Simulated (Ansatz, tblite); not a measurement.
**The cluster Cd3S4: rung by rung**

Aim: run the singlet of the cluster Cd3S4 at one geometry on many levels, and compare frontier levels, spin and run time.

Program: Ansatz 0.2.0, Gaussian basis. Level of theory: as each input shows. These are calculated values, not measurements.

The runs, in order: GFN1-xTB, GFN2-xTB, PBE-D4/def2-TZVP, r2SCAN-D4/def2-TZVP, BLYP-D4/def2-TZVP, r2SCANh-D4/def2-TZVP, ωB97M-V/def2-TZVP, PBE-D4/def2-SVP, PBE0-D4/def2-SVP, PBE0-D4/def2-TZVPD, PBE-D4/def2-TZVPD, BLYP-D4/def2-TZVPD, CCSD(T)/def2-SVP, MP2/def2-TZVP, RPA/def2-TZVP.

3 further runs of the same task are left out: 3 set aside as unsound or not needed.

### 1 The geometry

The singlet was relaxed beforehand with PBE-D4/def2-SVP. At that level it is the lowest of the isomers that a small search found.

7 atoms, charge 0, spin multiplicity 1.

Bond lengths: Cd1–S4 2.379 Å, Cd1–S6 2.395 Å, Cd2–S5 2.379 Å, Cd2–S7 2.395 Å, Cd3–S4 2.379 Å, Cd3–S5 2.379 Å, S6–S7 2.148 Å. Angles: S4–Cd1–S6 162.4°, S5–Cd2–S7 162.4°, S4–Cd3–S5 164.9°, Cd1–S4–Cd3 84.6°, Cd2–S5–Cd3 84.6°, Cd1–S6–S7 98.0°, Cd2–S7–S6 98.0°.

Cd takes a core potential in the def2 sets. No spin-orbit coupling is included.

PBE0-D4/def2-TZVP was run before; its log isn't repeated, and its numbers join the tables.

### 2 GFN1-xTB

Tight binding, by tblite at 300 K electronic temperature and without a spin-polarisation term:

```python
tblite.interface.Calculator('GFN1-xTB', numbers, positions, charge=0, uhf=0).singlepoint()
```

Energy -473.1796 eV, HOMO -9.30 eV, LUMO -6.88 eV; 0.006 s.

### 3 GFN2-xTB

Tight binding, by tblite at 300 K electronic temperature and without a spin-polarisation term:

```python
tblite.interface.Calculator('GFN2-xTB', numbers, positions, charge=0, uhf=0).singlepoint()
```

Energy -403.2663 eV, HOMO -10.40 eV, LUMO -8.48 eV; 0.006 s.

### 4 PBE-D4/def2-TZVP

start.molden holds the orbitals of an earlier run on this state, given as this run's starting guess.

Contents of in.yaml:

```yaml
crystal:
  periodic: [false, false, false]
  atoms:
    - {symbol: Cd, position_ang: [1.008366, -1.644034, -0.111630]}
    - {symbol: Cd, position_ang: [-1.630994, 1.015429, 0.202740]}
    - {symbol: Cd, position_ang: [1.502485, 1.516612, -0.221682]}
    - {symbol: S, position_ang: [2.823056, -0.334943, -0.920125]}
    - {symbol: S, position_ang: [-0.255311, 2.926821, 0.540862]}
    - {symbol: S, position_ang: [-1.064934, -2.298246, 0.893166]}
    - {symbol: S, position_ang: [-2.382667, -1.181640, -0.383321]}
basis:
  gaussian: {orbitals: def2-TZVP, initial_orbitals: start.molden}
hamiltonian: {xc: pbe, dispersion: d4}
scf: {omitted_lower_state_checks: [starts]}
output: {orbitals: {seedname: orbitals}}
```

Command:

```bash
> ansatz run in.yaml --threads 4 --pin off --events-out ev --progress --plain --max-ram 4787MiB
```

After this run come: r2SCAN-D4/def2-TZVP; BLYP-D4/def2-TZVP; r2SCANh-D4/def2-TZVP; ωB97M-V/def2-TZVP; PBE-D4/def2-SVP; PBE0-D4/def2-SVP; PBE0-D4/def2-TZVPD; PBE-D4/def2-TZVPD; BLYP-D4/def2-TZVPD; CCSD(T)/def2-SVP; MP2/def2-TZVP; RPA/def2-TZVP.

**Question.** What will the summary of the whole plan be? Wanted: gap in def2-TZVP, named functionals, smallest and largest; correlation energy, CCSD(T)/def2-SVP; correlation energy, MP2/def2-TZVP; binding an atom, CCSD(T)/def2-SVP; PBE0 total energy, smallest basis above largest.

The runs gave:

| quantity | value |
| --- | --- |
| gap in def2-TZVP, named functionals, smallest and largest | 2.36 eV (BLYP-D4), 7.87 eV (ωB97M-V) |
| correlation energy, CCSD(T)/def2-SVP | -45.13 eV |
| correlation energy, MP2/def2-TZVP | -59.58 eV |
| binding an atom, CCSD(T)/def2-SVP | 1.737 eV |
| PBE0 total energy, smallest basis above largest | 18.26 eV (def2-SVP, def2-TZVPD) |

**Reading.** Orbital gaps of the named functionals in def2-TZVP span 2.36 eV (BLYP-D4) to 7.87 eV (ωB97M-V); exact exchange widens it. The functionals in def2-TZVP miss CCSD(T)/def2-SVP by +0.156 (BLYP-D4) to +0.382 eV (PBE-D4) an atom. The yardstick is in a double-zeta basis, so levels in larger sets aren't compared like for like. The reference is CCSD(T) in one finite basis, so it carries an error of its own, often a tenth of an eV or more, and near misses can't be ranked.
